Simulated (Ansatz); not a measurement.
**CH₅FGe: small, medium and large basis sets**

Aim: see how fast density functionals converge with the basis set for CH₅FGe.

Method: one geometry, several basis sets; program: Ansatz 0.2.0, Gaussian basis.

Plan: PBE0-D4/def2-SVP; ωB97M-V/def2-SVP; PBE0-D4/def2-QZVPP; ωB97M-V/def2-QZVPP; the functionals' def2-TZVPP values are taken from earlier runs.

**1. Structure used throughout**

An earlier PBE0-D4/def2-TZVP relaxation fixed the geometry.

SMILES `F[CH2][GeH3]`, 8 atoms, charge 0, spin multiplicity 1.

Atoms are counted from 1 here; the program's logs count them from 0.

Bond lengths: F1–C2 1.386 Å, C2–Ge3 1.975 Å, C2–H4 1.094 Å, C2–H5 1.094 Å, Ge3–H6 1.535 Å, Ge3–H7 1.539 Å, Ge3–H8 1.535 Å. Angles: F1–C2–Ge3 110.3°, F1–C2–H4 108.3°, F1–C2–H5 108.3°, Ge3–C2–H4 110.7°, Ge3–C2–H5 110.7°, H4–C2–H5 108.5°, C2–Ge3–H6 109.6°, C2–Ge3–H7 108.3°, C2–Ge3–H8 109.6°, H6–Ge3–H7 109.7°, H6–Ge3–H8 109.9°, H7–Ge3–H8 109.7°.

Geometry (Å):

```
F    -1.1753    1.3739   -0.7466
C    -0.5595    0.1356   -0.8409
Ge    0.5619   -0.1946    0.7510
H     0.0476    0.1219   -1.7504
H    -1.3364   -0.6287   -0.9311
H    -0.3133   -0.1733    2.0120
H     1.2192   -1.5775    0.5996
H     1.6479    0.8858    0.8505
```

**2. PBE0-D4 in def2-SVP**

in.yaml

```yaml
crystal:
  periodic: [false, false, false]
  atoms:
    - {symbol: F, position_ang: [-1.175267, 1.373864, -0.746612]}
    - {symbol: C, position_ang: [-0.559500, 0.135560, -0.840887]}
    - {symbol: Ge, position_ang: [0.561883, -0.194622, 0.750993]}
    - {symbol: H, position_ang: [0.047571, 0.121887, -1.750373]}
    - {symbol: H, position_ang: [-1.336427, -0.628728, -0.931062]}
    - {symbol: H, position_ang: [-0.313268, -0.173341, 2.012016]}
    - {symbol: H, position_ang: [1.219151, -1.577516, 0.599631]}
    - {symbol: H, position_ang: [1.647858, 0.885797, 0.850494]}
basis:
  gaussian: {orbitals: def2-SVP}
hamiltonian: {xc: pbe0, dispersion: d4}
output: {orbitals: {seedname: orbitals}}
```

The run is started by

```console
> ansatz run in.yaml --threads 2 --pin off --events-out ev --progress --plain --max-ram 4352MiB
```

After this run come: ωB97M-V in def2-SVP; PBE0-D4 in def2-QZVPP; ωB97M-V in def2-QZVPP.

Before running them: what should the planned runs give, taken together? Wanted: PBE0-D4: double and triple zeta above quadruple; ωB97M-V: double and triple zeta above quadruple.

The runs gave:

| quantity | value |
| --- | --- |
| PBE0-D4: double and triple zeta above quadruple | 13.19, 1.44 eV |
| ωB97M-V: double and triple zeta above quadruple | 13.30, 1.41 eV |

**Reading.** PBE0-D4 gains 11.75 eV from double to triple zeta, then 1.44 eV more. Total energies overstate the basis error of differences, where much of it tends to cancel. The LUMO of ωB97M-V is positive and keeps falling with the basis (2.82 to 1.63 eV): an unbound level that the basis holds in place.
